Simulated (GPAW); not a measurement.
Runs of GPAW 26.7.0 on InSb3. The structure is cubic, space group Pm-3m (No. 221). The conventional cell has a = 4.806 Å, b = 4.806 Å, c = 4.806 Å, α = 90.00°, β = 90.00°, γ = 90.00°. Sb (site symmetry 4/mmm) has 8 Sb at 3.40 Å and 4 In at 3.40 Å as nearest neighbours. In (site symmetry m-3m) is surrounded by 12 Sb at 3.40 Å. The cell comes from a database or a generator and needn't be the stable form of this composition.

```csv
task,level,potentials or basis,k mesh,cutoff (eV),maxiter,band path,band points,convergence,gap on the mesh (eV),pressure (GPa),V0 of scaled cells (Å³/atom),B0 (GPa)
single point,TB-mBJ,"GPAW PAW data sets for LDA (gpaw-data 1.2.1), pw",6 × 6 × 6,600,150,-,-,-,none,-,-,-
single point,PBEsol,"PAW data sets generated in the run's folder for this functional, pw",6 × 6 × 6,600,150,-,-,-,none,-3.0,-,-
band structure,LDA,"the program's PAW data sets (release 1.2.1) made for this functional, pw",6 × 6 × 6,600,150,"GXMGRX,MR",100,-,-,(b),-,-
single point,LDA,"the program's PAW data sets (release 1.2.1) made for this functional, pw",5 × 5 × 5,450,120,-,-,default,none,-5.8,-,-
band structure,PBEsol,"PAW data sets generated in the run's folder for this functional, pw",6 × 6 × 6,600,150,"GXMGRX,MR",100,-,-,-3.0,-,-
equation of state,PBEsol,"PAW data sets generated in the run's folder for this functional, pw",6 × 6 × 6,600,150,-,-,-,-,-,26.27,61
band structure,r2SCAN,"GPAW PAW data sets (gpaw-data 1.2.1), pw",6 × 6 × 6,600,150,"GXMGRX,MR",100,-,-,-0.7,-,-
equation of state,PBE,"GPAW PAW data sets (gpaw-data 1.2.1), pw",6 × 6 × 6,600,150,-,-,-,-,-,27.72,(c)
band structure,PBE,"GPAW PAW data sets (gpaw-data 1.2.1), pw",6 × 6 × 6,600,150,"GXMGRX,MR",100,-,-,(a),-,-
```

Alike in all rows: no spin polarisation; cell as given; smearing fermi-dirac 0.05 eV.

Question: Estimate the missing entries.

Answer: (a) -0.1; (b) -4.1; (c) 51.

Caveats: spin-orbit coupling is left out, which moves the levels of the heavy elements (some runs); the PAW data sets were made with another functional, which shifts forces and pressure a little (some runs); a model potential gives levels but no total energy (some runs); the cutoff is short for stress and forces, so pressures can be off by a GPa or more (some runs).

A k mesh can miss the band edges, and the runs leave out spin-orbit coupling on In, Sb.

A gap of «none» marks a metal or a gap under the smearing width.
